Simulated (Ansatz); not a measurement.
# Ir: the cost of one run

Program: Ansatz 0.2.0. Level of theory: DFT PBE, scalar-relativistic, plane waves, PAW. These are calculated values, not measurements.

**1. The structure to begin with**

It takes space group Fd-3m (No. 227, cubic). Conventional cell: a = 5.470 Å, b = 5.470 Å, c = 5.470 Å, α = 90.00°, β = 90.00°, γ = 90.00°. Si (site symmetry -43m) has 4 Si at 2.37 Å as nearest neighbours.

Coordinates:

```
Si
1.0
     0.00000    2.73505    2.73505
     2.73505    0.00000    2.73505
     2.73505    2.73505    0.00000
Si
2
Direct
  0.75000 0.75000 0.75000
  0.50000 0.50000 0.50000
```

It goes back to an entry of the Materials Project.

This cell was relaxed beforehand with the same method: volume 20.46 Å³/atom, gap on the mesh 0.65 eV.

**2. The film's bulk: Ir**

Symmetry: Fm-3m, No. 225, cubic system. The conventional cell has a = 3.854 Å, b = 3.854 Å, c = 3.854 Å, α = 90.00°, β = 90.00°, γ = 90.00°. Around Ir (site symmetry m-3m) lie 12 Ir at 2.73 Å.

**3. Quick check of gap, pressure and forces (Ir)**

input.yaml reads:

```yaml
crystal:
  lattice:
    - [0.0, 1.92696467, 1.92696467]
    - [1.92696467, 0.0, 1.92696467]
    - [1.92696467, 1.92696467, 0.0]
  atoms:
    - { symbol: Ir, position: [0.0, 0.0, 0.0] }
basis:
  ecutwfc: 420
kpoints:
  mp_grid: { grid: [8, 8, 8] }
hamiltonian:
  xc: pbe
scf:
  occupations: { method: gaussian, width: 0.1 }
output:
  forces: true
  stress: true
  eigenvalues: true
```

Command:

```
> ansatz run input.yaml --threads 4 --pin off --max-ram 8192MiB --backend cpu --events-out ev --progress --plain --runs-dir out
```

**Question.** How long does this run take on 4 threads of Arm Neoverse V2, shared host, and how much memory does it need?

About 2 s, with a peak of 0.25 GiB.
